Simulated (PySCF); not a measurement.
# C2H4BFSi: electronic excitations and core binding energies

Wanted: the electronic excitations and core binding energies of C2H4BFSi (`C#C[SiH2]BF`), by calculation.

The runs use PySCF 2.14.0, with density-fitted response routines of our own; the level of theory stands in each step. All values are computed, except where a source is named. Atoms count from 0, in the outputs and in this text.

### 1 The molecule as given

9 atoms, charge 0, multiplicity 1; geometry from: GFN2-xTB.

Bonds of the start (Å): C0–C1 1.20, C1–Si2 1.86, Si2–B3 1.98, B3–F4 1.32, C0–H5 1.05, Si2–H6 1.47, Si2–H7 1.48, B3–H8 1.18.

### 2 TDDFT and polarisability: PBE0/def2-SVPD

Job settings and geometry (Å):

```
{"job": {"kind": "uv", "xc": "PBE0", "basis": "def2-SVPD", "nstates": 8, "ntriplets": 3}, "charge": 0, "multiplicity": 1}
C      2.100148     0.890457     0.978905
C      1.242676     0.202048     0.491406
Si    -0.102925    -0.828868    -0.267702
B     -1.720635     0.287620    -0.485758
F     -2.248052     0.471814    -1.677701
H      2.856582     1.483442     1.408618
H      0.474126    -1.375867    -1.507149
H     -0.291002    -1.966797     0.652049
H     -2.297355     0.842146     0.382154
```

With the program's defaults for keys left out, this is: TDDFT PBE0/def2-SVPD, vertical, gas phase, core orbitals frozen in the response.

Launch:

```
$ OMP_NUM_THREADS=1 python probes_run.py task.json out
```

The driver reads the jobs from task.json and runs them one after another.

**Question.** This job is followed by: delta-SCF UKS SCAN, pcX-2 on the ionised atom, pcseg-1 elsewhere, spin-free X2C. Predict these results of the whole session: lowest singlet (PBE0/def2-SVPD); brightest single state of those computed; lowest triplet; C1s binding energies, SCAN/pcX-2 (standing for 1 of 2 atoms); Si1s binding energies, SCAN/pcX-2; Si2p binding energies, SCAN/pcX-2; F1s binding energies, SCAN/pcX-2.

**Answer**, as computed:

| quantity | value |
| --- | --- |
| lowest singlet (PBE0/def2-SVPD) | 4.58 eV (271 nm), f = 0.013 |
| brightest single state of those computed | state 8, 7.31 eV, f = 0.023 |
| lowest triplet | 3.79 eV |
| C1s binding energies, SCAN/pcX-2 (standing for 1 of 2 atoms) | C0 290.39 eV |
| Si1s binding energies, SCAN/pcX-2 | Si2 1846.71 eV |
| Si2p binding energies, SCAN/pcX-2 | Si2 107.19 eV |
| F1s binding energies, SCAN/pcX-2 | F4 693.51 eV |

**Reading.** The lowest singlet, at 4.58 eV, is HOMO→LUMO 0.86, HOMO−2→LUMO 0.12 and is weak; of the 8 states computed, the strongest absorption comes from state 8 at 7.31 eV (the last computed, so partners may be missing). The lowest triplet lies 0.79 eV below the lowest singlet (triplets in Tamm-Dancoff, singlets in full TDDFT).
